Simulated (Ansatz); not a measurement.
**BBrFH3Si: up Jacob's ladder to CCSD(T)**

The task here is to estimate one member of a computed series from the others.

Computed with Ansatz 0.2.0, Gaussian basis. Level: functionals in def2-TZVPP, the program's frozen cores in correlated methods.

Levels to be run: LDA (SPW92), PBE-D4, revPBE-D4, BLYP-D4, r2SCAN-D4, B97M-V, PBE0-D4, B3LYP-D4, r2SCANh-D4, r2SCAN0-D4, HSE06-D4, BHLYP-D4, CAM-B3LYP-D4, LC-ωPBE, ωB97X-V, ωB97M-V, B2PLYP, PBE-QIDH; CCSD(T)/def2-SVP; CCSD(T)/def2-TZVPP; MP2/def2-QZVPP; extrapolation to the limit; RPA on PBE.

### The geometry

An earlier PBE0-D4 in a triple-zeta def2 set relaxation fixed the geometry.

SMILES `B[SiH](F)Br`, 7 atoms, charge 0, spin multiplicity 1.

Atoms are counted from 1 here; the program's logs count them from 0.

Bond lengths: B1–Si2 1.951 Å, B1–H5 1.193 Å, B1–H6 1.192 Å, Si2–F3 1.591 Å, Si2–Br4 2.266 Å, Si2–H7 1.478 Å. Angles: Si2–B1–H5 118.9°, Si2–B1–H6 119.4°, H5–B1–H6 121.3°, B1–Si2–F3 121.0°, B1–Si2–Br4 77.7°, B1–Si2–H7 126.8°, F3–Si2–Br4 110.1°, F3–Si2–H7 106.6°, Br4–Si2–H7 108.3°.

Set-up of the first run:

The input, in.yaml:

```yaml
crystal:
  periodic: [false, false, false]
  atoms:
    - {symbol: B, position_ang: [-0.191983, 0.793005, 0.791053]}
    - {symbol: Si, position_ang: [0.484821, -0.343885, -0.642668]}
    - {symbol: F, position_ang: [0.277733, 0.053488, -2.169580]}
    - {symbol: Br, position_ang: [-1.300794, -1.521816, 0.104998]}
    - {symbol: H, position_ang: [0.170005, 0.587708, 1.908654]}
    - {symbol: H, position_ang: [-1.052326, 1.583190, 0.554062]}
    - {symbol: H, position_ang: [1.673844, -1.219790, -0.592217]}
basis:
  gaussian: {orbitals: def2-TZVPP}
hamiltonian: {xc: lda}
output: {orbitals: {seedname: orbitals}}
```

The run is started by

```bash
$ ansatz run in.yaml --threads 2 --pin off --events-out ev --progress --plain --max-ram 4352MiB
```

Steps of the session up to this table: LDA; PBE-D4 (GGA); revPBE-D4 (GGA); BLYP-D4 (GGA); r2SCAN-D4 (meta-GGA); B97M-V (meta-GGA); PBE0-D4 (hybrid); B3LYP-D4 (hybrid); r2SCANh-D4 (hybrid); r2SCAN0-D4 (hybrid); HSE06-D4 (hybrid); BHLYP-D4 (hybrid); CAM-B3LYP-D4 (range-separated); LC-ωPBE (range-separated); ωB97X-V (range-separated); ωB97M-V (range-separated); B2PLYP (double hybrid); PBE-QIDH (double hybrid).

One of the session's tables, all rows but one given; the rest of the session is left out.

It belongs to the step «Frontier levels by functional». 

```
  functional  HOMO (eV)  LUMO (eV)  gap (eV)
 LDA (SPW92)      -7.21      -3.20      4.00
      PBE-D4      -7.08      -2.93      4.15
   revPBE-D4      -7.03      -2.83      4.21
     BLYP-D4      -6.96      -2.75      4.21
   r2SCAN-D4      -7.36      -2.62      4.74
      B97M-V      -7.43      -2.69      4.75
     PBE0-D4      -8.28      -2.01      6.28
    B3LYP-D4      -8.08      -2.19      5.89
  r2SCANh-D4          ?          ?         ?
  r2SCAN0-D4      -8.46      -1.82      6.64
    HSE06-D4      -7.89      -2.38      5.50
    BHLYP-D4      -9.37      -0.98      8.39
CAM-B3LYP-D4      -9.59      -0.92      8.68
     LC-ωPBE     -10.89       0.22     11.11
     ωB97X-V     -10.56       0.14     10.70
     ωB97M-V     -10.39      -0.11     10.28
```

**Question.** Estimate the row for r2SCANh-D4.

Worked estimate for «HOMO (eV)». Against the share of exact exchange, r2SCAN-D4 (0, -7.36), r2SCAN0-D4 (0.25, -8.46) give a slope of -4.40 per unit share; at 0.1 the line stands at -7.80.

The run gave: HOMO (eV): -7.80; LUMO (eV): -2.30; gap (eV): 5.50. In «HOMO (eV)» the line misses by 0.00.
